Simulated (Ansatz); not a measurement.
Runs of Ansatz 0.2.0 on NiMoIrPdW. Symmetry: P3m1, No. 156, trigonal system. Conventional cell: a = 4.147 Å, b = 4.147 Å, c = 5.416 Å, α = 90.00°, β = 90.00°, γ = 120.00°. Around Ni (site symmetry 3m) lie 3 W at 2.40 Å and 3 Ir at 2.71 Å. Mo (site symmetry 3m) is surrounded by 1 W at 2.49 Å and 3 Ir at 2.64 Å and 3 Pd at 2.85 Å. Around Pd (site symmetry 3m) lie 2 Ir at 2.65 to 2.76 Å and 3 W at 2.76 Å and 3 Ni at 2.82 Å and 3 Mo at 2.85 Å. Around Ir (site symmetry 3m) lie 3 Mo at 2.64 Å and 2 Pd at 2.65 to 2.76 Å and 3 Ni at 2.71 Å and 3 W at 2.77 Å. Around W (site symmetry 3m) lie 3 Ni at 2.40 Å and 1 Mo at 2.49 Å. The cell was built by a generator and needn't be a form met in nature.

```tsv
task	level	U	k mesh	cutoff (eV)	basis error allowed	gap on the mesh (eV)	pressure (GPa)	moment (μB)	largest force (eV/Å)
single point	PBE	-	5 × 5 × 4	343	0.002 eV/atom	none	0.1	0.00	(b)
band structure	revPBE	-	5 × 5 × 4	343	0.002 eV/atom	-	(a)	0.00	0.11
single point	PBE	-	7 × 7 × 5	370	0.001 eV/atom	none	0.0	0.00	0.16
single point	PBE+U	Ir d U = 3 eV, Mo d U = 3 eV, Ni d U = 3 eV, Pd d U = 3 eV, W d U = 3 eV	5 × 5 × 4	343	0.002 eV/atom	none	0.8	0.00	0.35
```

Alike in all rows: potentials or basis all-electron LAPW, scalar-relativistic; spin collinear, ferromagnetic start; cell as given; smearing fermi-dirac 0.05 eV.

Problem. Estimate the missing entries.

Solution. (a) 2.7; (b) 0.12.

Caveats: the starting moments weren't kept; the k mesh is thin for a metal, which can move the energy by tens of meV per atom (some runs); spin-orbit coupling is left out, which moves the levels of the heavy elements (some runs); the magnetic state may not be the lowest (some runs); U is the effective U less J, on atomic orbitals that reach past the spheres (some runs); the U is typed as a test and isn't derived for this compound (some runs).

A k mesh can miss the band edges, and the runs leave out spin-orbit coupling on Ir, Mo, Pd, W.

A gap of «none» marks a metal or a gap under the smearing width.

The runs don't all hold the same shells in valence.
